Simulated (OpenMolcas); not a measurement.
**Fe³⁺ among point charges: CASSCF and CASPT2 levels and susceptibility**

How does a field of 3 point charges split the states of Fe³⁺, and what χT follows?

Program: OpenMolcas 26.06. Level of theory: state-averaged CASSCF and CASPT2, spin-orbit coupling by RASSI with atomic mean-field integrals. These are calculated values, not measurements, unless marked.

## 1. The system

| Quantity | Value |
| --- | --- |
| Species | Fe³⁺ (iron, Z = 26, 23 electrons) |
| Basis | ANO-RCC-VTZP [6s5p3d2f1g], 59 functions |
| Scalar Hamiltonian | DKH2, point nucleus |
| Inactive shells | 1s 2s 2p 3s 3p |
| Active space | 5 electrons in 5 orbitals (3d) |
| Some configurations of this space | 3d5 |
| Orbitals | optimised for each spin and parity, averaged over all roots |

The outer shells:

3d5
```
3d [↑ ][↑ ][↑ ][↑ ][↑ ]
```

The ion sits among 3 point charges of -1 e arranged as a planar triangle (D3h), 1.94 Å from the ion.

The work runs as a chain of OpenMolcas steps in one folder; each step below is one input file. Labels, J, g values, rates, χT and fits are worked out afterwards by a script from the matrices that RASSI stores.

## 2. GATEWAY and SEWARD: basis and integrals

Contents of a.inp:

```
&GATEWAY
Coord
1

Fe 0.0 0.0 0.0
Basis=ANO-RCC-VTZP
Group=NoSym
NoMove
AngMom=0.0 0.0 0.0
AMFI
XField
3 Angstrom 0
1.940000 0.000000 0.000000 -1.000000
-0.970000 1.680089 0.000000 -1.000000
-0.970000 -1.680089 0.000000 -1.000000
&SEWARD
```

Run with:

```sh
OMP_NUM_THREADS=1 MOLCAS_MEM=1689 MOLCAS_PROJECT=a pymolcas a.inp > a.log
```

## 3. Reference wave functions, sextets, 1 root

Contents of a.inp:

```
&RASSCF
FileOrb=start.orb
Symmetry=1
Spin=6
nActEl=5 0 0
Inactive=9
Ras2=5
CIRoot=1 1 1
SDav=1
CIMx=300
Iter=120 100
PrWF=0.3
OrbListing=Nothing
MaxOrb=0
>>> COPY $Project.JobIph JOB001
```

start.orb holds the contracted functions of the basis, ordered by shell, or the orbitals of the step before.

## 4. CASSCF: quartets, 24 roots

Contents of a.inp:

```
&RASSCF
FileOrb=start.orb
Symmetry=1
Spin=4
nActEl=5 0 0
Inactive=9
Ras2=5
CIRoot=24 24 1
SDav=24
CIMx=300
Iter=120 100
PrWF=0.3
OrbListing=Nothing
MaxOrb=0
>>> COPY $Project.JobIph JOB002
```

## 5. CASSCF: doublets, 75 roots

Contents of a.inp:

```
&RASSCF
FileOrb=start.orb
Symmetry=1
Spin=2
nActEl=5 0 0
Inactive=9
Ras2=5
CIRoot=75 75 1
SDav=75
CIMx=300
Iter=120 100
PrWF=0.3
OrbListing=Nothing
MaxOrb=0
>>> COPY $Project.JobIph JOB003
```

## 6. State interaction with spin-orbit coupling

Contents of a.inp:

```
&RASSI
NrOfJobIphs=3 1 24 75
1
1 2 3 4 5 6 7 8 9 10 11 12 13 14 15 16 17 18 19 20 21 22 23 24
1 2 3 4 5 6 7 8 9 10 11 12 13 14 15 16 17 18 19 20 21 22 23 24 25 26 27
28 29 30 31 32 33 34 35 36 37 38 39 40 41 42 43 44 45 46 47 48 49 50 51
52 53 54 55 56 57 58 59 60 61 62 63 64 65 66 67 68 69 70 71 72 73 74 75
IphNames
JOB001
JOB002
JOB003
EJob
SpinOrbit
DIPRint=1.0
SOCoupling=1000.0
Subsets=2
Property=9
'ANGMOM' 1 'ANGMOM' 2 'ANGMOM' 3 'MLTPL  1' 1 'MLTPL  1' 2 'MLTPL  1' 3
'AMFI' 1 'AMFI' 2 'AMFI' 3
SOProperty=3
'ANGMOM' 1 'ANGMOM' 2 'ANGMOM' 3
```

## 7. CASPT2: IPEA 0.25, imaginary shift 0.1 (closed shells correlated: 3s 3p)

Contents of a.inp:

```
>>> COPY JOB001 $Project.JobIph
&CASPT2
Multistate=1 1
Frozen=5
IPEA=0.25
Imaginary=0.1
MaxIter=60
WThr=0.0 0.3 0.05
PrWF=0.5
NoMix
>>> COPY JOB002 $Project.JobIph
&CASPT2
Multistate=24 1 2 3 4 5 6 7 8 9 10 11 12 13 14 15 16 17 18 19 20 21 22
23 24
NoMult
Frozen=5
IPEA=0.25
Imaginary=0.1
MaxIter=60
WThr=0.0 0.3 0.05
PrWF=0.5
NoMix
>>> COPY JOB003 $Project.JobIph
&CASPT2
Multistate=75 1 2 3 4 5 6 7 8 9 10 11 12 13 14 15 16 17 18 19 20 21 22
23 24 25 26 27 28 29 30 31 32 33 34 35 36 37 38 39 40 41 42 43 44 45 46
47 48 49 50 51 52 53 54 55 56 57 58 59 60 61 62 63 64 65 66 67 68 69 70
71 72 73 74 75
NoMult
Frozen=5
IPEA=0.25
Imaginary=0.1
MaxIter=60
WThr=0.0 0.3 0.05
PrWF=0.5
NoMix
```

(Steps that only read results are left out.)

Q: Predict the outcome of this session. Wanted: spin-free ground state; lowest level; next level.

As calculated:

| quantity | value |
| --- | --- |
| method | SS-CASPT2, IPEA 0.25, imaginary shift 0.1 (closed shells correlated: 3s 3p) |
| spin-free ground state | 6A1, 1-fold in its orbital part |
| lowest level | 2-fold E1/2, g = 2.00, 6.01, 6.01 |
| next level | 0.1 cm⁻¹ |
| χT at 300 K | 4.39 cm³ K/mol |
| effective moment at 300 K | 5.92 μB |

Cost by method:

```csv
method,time of its own steps,time with the reference
A. CASSCF,27 s,27 s
"B. SS-CASPT2, IPEA 0.25, imaginary shift 0.1, +3s 3p",26 s,53 s
```

Times are of one thread on a shared host.

The spin-free ground state (6A1) comes to 100 % from free-ion S terms and keeps the highest spin of the shell. χT at 300 K is 4.39, against 4.39 cm³ K/mol for the spin alone, as a half-filled shell (L = 0) has no orbital moment. An active space of the d shell alone favours high spin; real ions in strong fields can be low spin. CASPT2 does not keep the components of a term degenerate, and the means are used. The field of point charges can differ much from that of real complexes. With metal d orbitals alone active, the gaps between spin states are rough; where two lie within a few thousand cm-1, their order is open. Point charges carry no covalency, so the field is a model and not that of real ligands.
